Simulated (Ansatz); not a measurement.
# C₂H₅ClOSi, SMILES C=C[SiH](O)Cl: vertical spin-state energies

Program: Ansatz 0.2.0, Python API.

Run as a notebook:

```python
import ansatz as az
```

```python
geometry_ang = [
    ("C", [-1.6174, 0.277, 0.323]),
    ("C", [-0.5146, -0.1931, 0.7582]),
    ("Si", [0.952, -0.5475, -0.2366]),
    ("O", [1.031, 0.1583, -1.7269]),
    ("Cl", [2.4551, 0.4459, 0.7635]),
    ("H", [-2.4953, 0.5095, 0.9911]),
    ("H", [-1.7979, 0.5829, -0.729]),
    ("H", [-0.3729, -0.4168, 1.8051]),
    ("H", [1.3209, -1.9718, -0.2481]),
    ("H", [1.1221, 1.1045, -1.6971]),
]
system = az.Crystal.molecule()
for symbol, xyz in geometry_ang:
    system = system.atom(symbol, xyz)
```

```python
base = system.calculation().basis(gaussian="cc-pVDZ").functional("CAM-B3LYP")
found = {}
for unpaired in [0, 2]:
    summary = base.spin("collinear", total=unpaired).run().report
    s = unpaired / 2
    found[unpaired] = summary["free_energy_ev"]
    print(f"2S+1 = {unpaired + 1}: E = {found[unpaired]:.5f} eV, <S^2> = {abs(summary['mean_field']['state']['spin_squared']):.3f} (pure state {s * (s + 1):.2f})")
lowest = min(found, key=found.get)
for unpaired, e in found.items():
    print(f"multiplicity {unpaired + 1}: {96.485332 * (e - found[lowest]):.1f} kJ/mol above the lowest")
```

    2S+1 = 1: E = -24603.04230 eV, <S^2> = 0.000 (pure state 0.00)
    2S+1 = 3: E = -24598.18822 eV, <S^2> = 2.006 (pure state 2.00)
    multiplicity 1: 0.0 kJ/mol above the lowest
    multiplicity 3: 468.3 kJ/mol above the lowest

In order: multiplicity 1 (+0.00 eV) and multiplicity 3 (+4.85 eV), all at the one geometry.

The settings weren't tested for convergence. The geometry is a force-field or estimated start, not a minimum of this method, and the basis set is short of its limit. All parts are taken at fixed geometry, without zero-point energy. Run time: 12 s on 1 thread of Intel(R) Xeon(R) Processor @ 2.30GHz, with other jobs on the host, peak memory 0.45 GiB.
